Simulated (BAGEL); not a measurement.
# GeH2SO (SMILES [OH][Ge][SH]) at RI-MP2/def2-SVPD (density fitting with qzvpp-jkfit)

What is the energy change on altering one bond length of GeH2SO at RI-MP2/def2-SVPD (density fitting with qzvpp-jkfit)? 

The calculation is run with BAGEL 1.2.2.

2 further runs of the same task are left out: 2 set aside as unsound or not needed.

## (1) The system as given

GeH2SO has 5 atoms, charge 0, and is taken as a singlet. SMILES: `[OH][Ge][SH]`. Geometry: relaxed at PBE0-D4/def2-TZVP. This is one conformer, not always the lowest.

Bond lengths: O1–Ge2 1.782 Å, Ge2–S3 2.260 Å, O1–H4 0.961 Å, S3–H5 1.343 Å. Angles: O1–Ge2–S3 97.9°, Ge2–O1–H4 117.4°, Ge2–S3–H5 93.6°.

## (2) A single-point energy at RI-MP2/def2-SVPD (density fitting with qzvpp-jkfit)

The input, job.json:

```json
{ "bagel": [

{
  "title": "molecule",
  "basis": "def2-svpd.json",
  "df_basis": "qzvpp-jkfit",
  "angstrom": "true",
  "geometry": [
    { "atom": "O", "xyz": [      -1.346000,      -1.001300,       0.399800 ] },
    { "atom": "Ge", "xyz": [      -0.897400,       0.628900,      -0.164200 ] },
    { "atom": "S", "xyz": [       1.343300,       0.336500,      -0.206300 ] },
    { "atom": "H", "xyz": [      -0.632500,      -1.625200,       0.561400 ] },
    { "atom": "H", "xyz": [       1.582700,       1.587400,      -0.632100 ] }
  ]
},

{ "title": "hf" },

{ "title": "mp2", "ncore": 15 }

]}
```

The basis set def2-SVPD is read from a file made from the Basis Set Exchange's data (not shown).

On the command line:

```bash
$ BAGEL_NUM_THREADS=1 BAGEL job.json > job.out
```

Standard output:

```text
* using 1 threads per process

  ===============================================================
  ===============================================================

  *** Geometry ***

  { "atom" : "O", "xyz" : [     -2.543571,     -1.892183,      0.755513 ] },
  { "atom" : "Ge", "xyz" : [     -1.695840,      1.188449,     -0.310293 ] },
  { "atom" : "S", "xyz" : [      2.538469,      0.635893,     -0.389850 ] },
  { "atom" : "H", "xyz" : [     -1.195252,     -3.071183,      1.060892 ] },
  { "atom" : "H", "xyz" : [      2.990870,      2.999751,     -1.194496 ] },

  Number of auxiliary basis functions:      507

  Since a DF basis is specified, we compute 2- and 3-index integrals:
    o Being stored without compression. Storage requirement is 0.044 GB

  Number of basis functions:      104
  Number of electrons      :       58

    * METHOD: MOLECULE                             1.28

  *** RHF ***

  === Nuclear Repulsion ===
   246.1847235180

      * DIIS with orbital gradients will be used.

  === RHF iteration (def2-svpd.json) ===
      0      -2548.27270713          0.02058898           0.76
      1      -2548.37835237          0.01920778           0.32
      2      -2548.53561056          0.00167645           0.76
      3      -2548.53840155          0.00058960           0.59
      4      -2548.53886245          0.00019713           0.56
      5      -2548.53891563          0.00006748           0.56
      6      -2548.53892196          0.00002941           0.46
      7      -2548.53892301          0.00001030           0.36
      8      -2548.53892312          0.00000575           0.39
      9      -2548.53892314          0.00000161           0.43
     10      -2548.53892315          0.00000069           0.53
     11      -2548.53892315          0.00000029           0.60
     12      -2548.53892315          0.00000012           0.66
     13      -2548.53892315          0.00000005           0.34
     14      -2548.53892315          0.00000003           0.55
     15      -2548.53892315          0.00000001           0.66
     16      -2548.53892315          0.00000000           0.53
    * SCF iteration converged.

    * Permanent dipole moment:
           (   -0.164823,    -0.359007,     0.127943) a.u.

    * METHOD: HF                                  10.91

  *** RHF ***

  === Nuclear Repulsion ===
   246.1847235180

      * DIIS with orbital gradients will be used.

  === RHF iteration (def2-svpd.json) ===
      0      -2548.53892315          0.00000000           0.39
    * SCF iteration converged.

    * Permanent dipole moment:
           (   -0.164822,    -0.359007,     0.127943) a.u.

  === DF-MP2 calculation ===

    * freezing 15 orbitals
    * 3-index integral transformation done
    * assembly done

      MP2 correlation energy:   -0.5582752324      0.26

      MP2 total energy:       -2549.0971983789

    * METHOD: MP2                                  1.02

  ===============================================================
```

Wall time 14 s (1 thread of Intel Xeon at 2.50GHz (Skylake/Cascade Lake), shared host).

## (3) The distorted shape at the same level

The input, job.json:

```json
{ "bagel" : [

{
  "title" : "molecule",
  "basis" : "def2-svpd.json",
  "df_basis" : "qzvpp-jkfit",
  "angstrom" : "true",
  "geometry" : [
    { "atom" : "O", "xyz" : [      -1.916824,      -0.502159,       0.270515 ] },
    { "atom" : "Ge", "xyz" : [      -1.468224,       1.128041,      -0.293485 ] },
    { "atom" : "S", "xyz" : [       0.772476,       0.835641,      -0.335585 ] },
    { "atom" : "H", "xyz" : [      -0.632500,      -1.625200,       0.561400 ] },
    { "atom" : "H", "xyz" : [       1.011876,       2.086541,      -0.761385 ] }
  ]
},

{ "title" : "hf" },

{ "title" : "mp2", "ncore" : 15 }

]}
```

The basis set def2-SVPD is read from a file made from the Basis Set Exchange's data (not shown).

On the command line:

```bash
$ BAGEL_NUM_THREADS=1 BAGEL job.json > job.out
```

Standard output:

```text
* using 1 threads per process

  ===============================================================
  ===============================================================

  *** Geometry ***

  { "atom" : "O", "xyz" : [     -3.622272,     -0.948943,      0.511199 ] },
  { "atom" : "Ge", "xyz" : [     -2.774541,      2.131689,     -0.554606 ] },
  { "atom" : "S", "xyz" : [      1.459768,      1.579133,     -0.634164 ] },
  { "atom" : "H", "xyz" : [     -1.195252,     -3.071183,      1.060892 ] },
  { "atom" : "H", "xyz" : [      1.912169,      3.942991,     -1.438809 ] },

  Number of auxiliary basis functions:      507

  Since a DF basis is specified, we compute 2- and 3-index integrals:
    o Being stored without compression. Storage requirement is 0.044 GB

  Number of basis functions:      104
  Number of electrons      :       58

    * METHOD: MOLECULE                             1.99

  *** RHF ***

  === Nuclear Repulsion ===
   242.6739520425

      * DIIS with orbital gradients will be used.

  === RHF iteration (def2-svpd.json) ===
      0      -2548.01248112          0.02263670           0.30
      1      -2547.86046250          0.03255137           0.44
      2      -2548.35609851          0.00252637           0.49
      3      -2548.36223418          0.00117183           0.48
      4      -2548.36397354          0.00045483           0.32
      5      -2548.36432302          0.00017668           0.58
      6      -2548.36437946          0.00007885           0.38
      7      -2548.36439044          0.00003967           0.43
      8      -2548.36439241          0.00002653           0.39
      9      -2548.36439312          0.00001011           0.43
     10      -2548.36439342          0.00000544           0.44
     11      -2548.36439348          0.00000305           0.36
     12      -2548.36439350          0.00000130           0.42
     13      -2548.36439351          0.00000063           0.46
     14      -2548.36439351          0.00000033           0.62
     15      -2548.36439351          0.00000018           0.69
     16      -2548.36439351          0.00000006           0.51
     17      -2548.36439351          0.00000004           0.43
     18      -2548.36439351          0.00000002           0.53
     19      -2548.36439351          0.00000001           0.69
     20      -2548.36439351          0.00000001           0.51
    * SCF iteration converged.

    * Permanent dipole moment:
           (   -0.367148,    -0.294162,     0.118974) a.u.

    * METHOD: HF                                  11.30

  *** RHF ***

  === Nuclear Repulsion ===
   242.6739520425

      * DIIS with orbital gradients will be used.

  === RHF iteration (def2-svpd.json) ===
      0      -2548.36439351          0.00000001           0.29
    * SCF iteration converged.

    * Permanent dipole moment:
           (   -0.367148,    -0.294163,     0.118975) a.u.

  === DF-MP2 calculation ===

    * freezing 15 orbitals
    * 3-index integral transformation done
    * assembly done

      MP2 correlation energy:   -0.5985498993      0.20

      MP2 total energy:       -2548.9629434074

    * METHOD: MP2                                  0.89

  ===============================================================
```

Wall time 15 s (1 thread of Intel Xeon at 2.50GHz (Skylake/Cascade Lake), shared host).

## (4) Outcome

Level: RI-MP2/def2-SVPD (density fitting with qzvpp-jkfit), 15 core orbitals frozen.

| quantity | value |
| --- | --- |
| first shape: total energy | -2549.09720 Eh |
| first shape: correlation energy (15 core orbitals frozen) | -558.3 mEh |
| distorted shape: total energy | -2548.96294 Eh |
| distorted shape: correlation energy (15 core orbitals frozen) | -598.5 mEh |
| energy change with the O1–H4 bond stretched from 0.961 to 1.731 Å | 3.653 eV |

What this shows: One bond (distorted shape) is far stretched, which a spin-restricted single reference describes badly; perturbation theory on it can break down and give far too much correlation. With the O1–H4 bond stretched from 0.961 to 1.731 Å the energy rises by 3.65 eV (352 kJ/mol). The first shape isn't relaxed at this level, so the change isn't measured from a minimum. A restricted reference can't describe the breaking bond well at this length.
